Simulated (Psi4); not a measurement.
# One shape, several levels: doublet GaF+

Aim: a comparison of 3 runs (UB3LYP/6-31G*, UHSE06/def2-TZVPPD) of doublet GaF+. 

Program for the calculation: Psi4 1.11.

7 further runs of the same task are left out: 6 that didn't finish, 1 set aside as unsound or not needed.

## 1. The molecule

GaF+: 2 atoms, total charge +1, spin state doublet. As SMILES of the parent species, `[F][Ga]`. The shape is that of a PBE0-D4/def2-TZVP optimisation. That shape belongs to the parent species and isn't relaxed for this state.

Bond lengths: F1–Ga2 1.787 Å.

## 2. Energy and forces at UB3LYP/6-31G(d) (spherical functions) (run 1)

The input, fga.xyz:

```xyz
2
FGa
F      0.000000     0.000000     0.006300
Ga     0.000000     0.000000     1.792850
```

The input, fga.py:

```python
import psi4

psi4.set_memory(2200000000)
psi4.set_num_threads(1)
psi4.core.set_output_file('run.log', False)

with open('fga.xyz') as f:
    atoms = ''.join(f.readlines()[2:])
mol = psi4.geometry('1 2\n' + atoms + 'symmetry c1\nno_reorient\nno_com')

options = {'basis': '6-31G*', 'reference': 'uks', 'puream': True, 'e_convergence': 1e-09, 'd_convergence': 1e-08, 'scf_type': 'pk', 'dft_radial_points': 99, 'dft_spherical_points': 590, 'maxiter': 100}
psi4.set_options(options)

e_tot, wfn = psi4.gradient("b3lyp", return_wfn=True)
psi4.oeprop(wfn, "LOWDIN_CHARGES", "MULLIKEN_CHARGES", "QUADRUPOLE", title="B3LYP")
print('gradient / Eh bohr^-1')
print(e_tot.np.round(6))
print(f'energy = {wfn.energy():.10f} Eh')
```

Command:

```sh
$ python fga.py
```

run.log:

```text
[...]
  Running in c1 symmetry.
[...]
  Nuclear repulsion =   82.639971888237099
[...]
  Multiplicity = 2
[...]
  Nalpha       = 20
  Nbeta        = 19
[...]
    Number of basis functions: 46
[...]
   @UKS iter   1: -2022.26052726816170   -1.60527e+00   6.36284e-02 ADIIS/DIIS
[...]
   @UKS iter  15: -2024.13195695732929    2.27374e-13   1.82936e-09 DIIS
[...]
   @S^2 Observed:                7.548514161E-01
[...]
    Orbital Energies [Eh]
    ---------------------
    Alpha Occupied:
       1A   -372.926502     2A    -46.314288     3A    -41.069929
       4A    -41.069929     5A    -41.068018     6A    -24.963306
       7A     -5.886349     8A     -4.169010     9A     -4.169010
      10A     -4.163308    11A     -1.424501    12A     -1.200393
      13A     -1.200393    14A     -1.196500    15A     -1.196500
      16A     -1.191003    17A     -0.759704    18A     -0.663238
      19A     -0.663238    20A     -0.610083
    Alpha Virtual:
      21A     -0.333216    22A     -0.333216    23A     -0.232448
      24A     -0.120095    25A     -0.057404    26A     -0.057404
[...]
  @UKS Final Energy: -2024.13195695732929
   => Energetics <=
    Nuclear Repulsion Energy =             82.6399718882370991
    One-Electron Energy =               -2974.1422128686790529
    Two-Electron Energy =                 935.9788630688809690
    DFT Exchange-Correlation Energy =     -68.6085790457683089
    Empirical Dispersion Energy =           0.0000000000000000
    VV10 Nonlocal Energy =                  0.0000000000000000
    Total Energy =                      -2024.1319569573292938
[...]
  -Total Gradient:
     Atom            X                  Y                   Z
    ------   -----------------  -----------------  -----------------
       1        0.000000000042     0.000000000057    -0.020026394913
       2       -0.000000000043    -0.000000000055     0.020030014949
[...]
 Multipole Moments:
 ------------------------------------------------------------------------------------
     Multipole            Electronic (a.u.)      Nuclear  (a.u.)        Total (a.u.)
 ------------------------------------------------------------------------------------
 L = 1.  Multiply by 2.5417464519 to convert [e a0] to [Debye]
 Dipole X            :         -0.0000000            0.0000000           -0.0000000
 Dipole Y            :         -0.0000000            0.0000000           -0.0000000
 Dipole Z            :       -101.1223382          105.1350075            4.0126693
 Magnitude           :                                                    4.0126693
 L = 2.  Multiply by 1.3450342976 to convert [e a0^2] to [Debye ang]
 Quadrupole XX       :        -11.3671090            0.0000000          -11.3671090
 Quadrupole XY       :          0.0000000            0.0000000            0.0000000
[...]
  Mulliken Charges: (a.u.)
   Center  Symbol    Alpha    Beta     Spin     Total
       1     F     4.76413  4.45325  0.31088 -0.21738
       2    GA    15.23587 14.54675  0.68912  1.21738
   Total alpha = 20.00000, Total beta = 19.00000, Total charge =  1.00000
  Lowdin Charges: (a.u.)
   Center  Symbol    Alpha    Beta     Spin     Total
       1     F     4.67492  4.38713  0.28779 -0.06205
       2    GA    15.32508 14.61287  0.71221  1.06205
  Total alpha = 20.00000, Total beta = 19.00000, Total charge =  1.00000
```

On the terminal:

```text
gradient / Eh bohr^-1
[[ 0.        0.       -0.020026]
 [-0.       -0.        0.02003 ]]
energy = -2024.1319569573 Eh
```

Wall time 17 s (1 thread of Intel Xeon at 2.50GHz (Skylake/Cascade Lake), shared host); peak memory 0.35 GiB.

## 3. Energy and forces at UB3LYP/6-31G(d) (Cartesian functions) (run 2)

The input, input.json:

```json
{
  "schema_name": "qcschema_input",
  "schema_version": 1,
  "molecule": {
    "schema_name": "qcschema_molecule",
    "schema_version": 2,
    "symbols": ["F", "Ga"],
    "geometry": [0.0, 0.0, 0.01190527, 0.0, 0.0, 3.38799548],
    "molecular_charge": 1,
    "molecular_multiplicity": 2,
    "fix_symmetry": "c1",
    "fix_com": true,
    "fix_orientation": true
  },
  "driver": "gradient",
  "model": {
    "method": "b3lyp",
    "basis": "6-31G*"
  },
  "keywords": {
    "reference": "uks",
    "puream": false,
    "e_convergence": 1e-09,
    "d_convergence": 1e-08,
    "scf_type": "pk",
    "dft_radial_points": 99,
    "dft_spherical_points": 590,
    "maxiter": 100,
    "scf_properties": ["WIBERG_LOWDIN_INDICES", "DIPOLE", "MAYER_INDICES"]
  }
}
```

Command:

```sh
$ psi4 --qcschema input.json -n 1 --memory 2200MB
```

stdout:

```text
[...]
  Running in c1 symmetry.
[...]
  Nuclear repulsion =   82.639971874448236
[...]
  Multiplicity = 2
[...]
  Nalpha       = 20
  Nbeta        = 19
[...]
    Number of basis functions: 50
[...]
   @UKS iter   1: -2022.05729197312917   -1.34695e+00   6.31202e-02 ADIIS/DIIS
[...]
   @UKS iter  13: -2024.14034821784367   -1.56888e-11   3.90055e-09 DIIS
[...]
   @S^2 Observed:                7.547889832E-01
[...]
    Orbital Energies [Eh]
    ---------------------
    Alpha Occupied:
       1A   -372.926730     2A    -46.305855     3A    -41.061788
       4A    -41.061788     5A    -41.059826     6A    -24.968203
       7A     -5.874113     8A     -4.156747     9A     -4.156747
      10A     -4.150952    11A     -1.422628    12A     -1.188516
      13A     -1.188516    14A     -1.184600    15A     -1.184600
      16A     -1.179433    17A     -0.758355    18A     -0.661565
      19A     -0.661565    20A     -0.607261
    Alpha Virtual:
      21A     -0.329594    22A     -0.329594    23A     -0.230055
      24A     -0.121526    25A     -0.056950    26A     -0.056950
[...]
  @UKS Final Energy: -2024.14034821784367
   => Energetics <=
    Nuclear Repulsion Energy =             82.6399718744482357
    One-Electron Energy =               -2974.4527927597305279
    Two-Electron Energy =                 936.2788977193461051
    DFT Exchange-Correlation Energy =     -68.6064250519074932
    Empirical Dispersion Energy =           0.0000000000000000
    VV10 Nonlocal Energy =                  0.0000000000000000
    Total Energy =                      -2024.1403482178436661
[...]
 Multipole Moments:
 ------------------------------------------------------------------------------------
     Multipole            Electronic (a.u.)      Nuclear  (a.u.)        Total (a.u.)
 ------------------------------------------------------------------------------------
 L = 1.  Multiply by 2.5417464519 to convert [e a0] to [Debye]
 Dipole X            :         -0.0000000            0.0000000           -0.0000000
 Dipole Y            :          0.0000000            0.0000000            0.0000000
 Dipole Z            :       -101.1179877          105.1350073            4.0170196
 Magnitude           :                                                    4.0170196
[...]
  -Total Gradient:
     Atom            X                  Y                   Z
    ------   -----------------  -----------------  -----------------
       1        0.000000000118    -0.000000000112    -0.021537655512
       2       -0.000000000118     0.000000000112     0.021541186203
[...]
```

The result, in JSON:

```text
{
 "driver": "gradient",
 "model": {
  "method": "b3lyp",
  "basis": "6-31G*"
 },
 "success": true,
 "return_result": [1.1753398848521712e-10, -1.1151955767538513e-10, -0.021537655512290046, -1.1842301980833613e-10, 1.1191756683552494e-10, 0.02154118620329823],
 "properties": {
  "calcinfo_nbasis": 50,
  "calcinfo_nmo": 50,
  "calcinfo_nalpha": 20,
  "calcinfo_nbeta": 19,
  "calcinfo_natom": 2,
  "nuclear_repulsion_energy": 82.63997187444824,
  "return_energy": -2024.1403482178437,
  "return_gradient": [1.1753398848521712e-10, -1.1151955767538513e-10, -0.021537655512290046, -1.1842301980833613e-10, 1.1191756683552494e-10, 0.02154118620329823],
  "scf_one_electron_energy": -2974.4527927597305,
  "scf_two_electron_energy": 936.2788977193461,
  "scf_xc_energy": -68.6064250519075,
  "scf_dipole_moment": [-1.7369681333072168e-09, 1.648876413517797e-09, 4.017019604232814],
  "scf_total_energy": -2024.1403482178437,
  "scf_total_gradient": [1.1753398848521712e-10, -1.1151955767538513e-10, -0.021537655512290046, -1.1842301980833613e-10, 1.1191756683552494e-10, 0.02154118620329823],
  "scf_iterations": 13
 }
}
```

Run time: 17 s. Hardware: 1 thread of Intel Xeon at 2.50GHz (Skylake/Cascade Lake), shared host; peak memory 0.36 GiB.

## 4. A single-point energy at UHSE06/def2-TZVPPD (run 3)

The input, fga.in:

```
memory 2.2 GB

molecule {
  1 2
  F
  Ga 1 1.78655
  symmetry c1
  no_reorient
  no_com
}

set {
  basis                def2-TZVPPD
  reference            uks
  puream               true
  e_convergence        1e-09
  d_convergence        1e-08
  scf_type             pk
  dft_radial_points    99
  dft_spherical_points 590
  maxiter              100
}

result, w = energy("hse06", return_wfn=True)
oeprop(w, "WIBERG_LOWDIN_INDICES", "MULLIKEN_CHARGES", "QUADRUPOLE")
```

Command:

```sh
$ psi4 -n 1 fga.in fga.out
```

fga.out (excerpt; [...] marks lines left out):

```text
[...]
  Running in c1 symmetry.
[...]
  Nuclear repulsion =   82.639971888237099
[...]
  Multiplicity = 2
[...]
  Nalpha       = 20
  Nbeta        = 19
[...]
    Number of basis functions: 94
[...]
   @UKS iter   1: -2022.47305626379443   -1.72155e+00   3.31046e-02 DIIS/ADIIS
[...]
   @UKS iter  13: -2024.07206374080670   -5.68434e-12   8.66592e-09 DIIS
[...]
   @S^2 Observed:                7.553861396E-01
[...]
  @UKS Final Energy: -2024.07206374080670
   => Energetics <=
    Nuclear Repulsion Energy =             82.6399718882370991
    One-Electron Energy =               -2975.6218781510624467
    Two-Electron Energy =                 933.6148730517217018
    DFT Exchange-Correlation Energy =     -64.7050305297028814
    Empirical Dispersion Energy =           0.0000000000000000
    VV10 Nonlocal Energy =                  0.0000000000000000
    Total Energy =                      -2024.0720637408066978
[...]
 Multipole Moments:
 ------------------------------------------------------------------------------------
     Multipole            Electronic (a.u.)      Nuclear  (a.u.)        Total (a.u.)
 ------------------------------------------------------------------------------------
 L = 1.  Multiply by 2.5417464519 to convert [e a0] to [Debye]
 Dipole X            :         -0.0000000            0.0000000           -0.0000000
 Dipole Y            :          0.0000000            0.0000000            0.0000000
 Dipole Z            :          2.7286044           -1.2049111            1.5236933
 Magnitude           :                                                    1.5236933
 L = 2.  Multiply by 1.3450342976 to convert [e a0^2] to [Debye ang]
 Quadrupole XX       :        -11.2307952            0.0000000          -11.2307952
 Quadrupole XY       :         -0.0000000            0.0000000           -0.0000000
[...]
  Mulliken Charges: (a.u.)
   Center  Symbol    Alpha    Beta     Spin     Total
       1     F     4.66918  4.42761  0.24157 -0.09679
       2    GA    15.33082 14.57239  0.75843  1.09679
   Total alpha = 20.00000, Total beta = 19.00000, Total charge =  1.00000
  Wiberg Bond Indices using Orthogonal Lowdin Orbitals:
  Total Bond Index:
  Irrep: 1 Size: 2 x 2
                 1                   2
[...]
```

Run time: 32 s. Hardware: 1 thread of Intel Xeon at 2.50GHz (Skylake/Cascade Lake), shared host; peak memory 0.72 GiB.

## 5. The series

```
run                                level  Cartesian functions      task   energy (Eh)  HOMO energy (eV)  LUMO energy (eV)   ⟨S²⟩  wall time
  1  UB3LYP/6-31G* (spherical functions)                   no  gradient  -2024.131957            -16.60            -13.66  0.755       17 s
  2  UB3LYP/6-31G* (Cartesian functions)                  yes  gradient  -2024.140348            -16.52            -13.59  0.755       17 s
  3                   UHSE06/def2-TZVPPD                   no    energy  -2024.072064            -16.37            -13.44  0.755       32 s
```

## 6. Outcome

```
                                 quantity           value
                      run 3: total energy  -2024.07206 Eh
run 3: HOMO energy (highest over α and β)       -16.37 eV
 run 3: LUMO energy (lowest over α and β)       -13.44 eV
                              run 3: ⟨S²⟩           0.755
```

**Reading.** Totals of different functionals can't be ranked against each other. All runs together took 66 s, the longest 32 s.
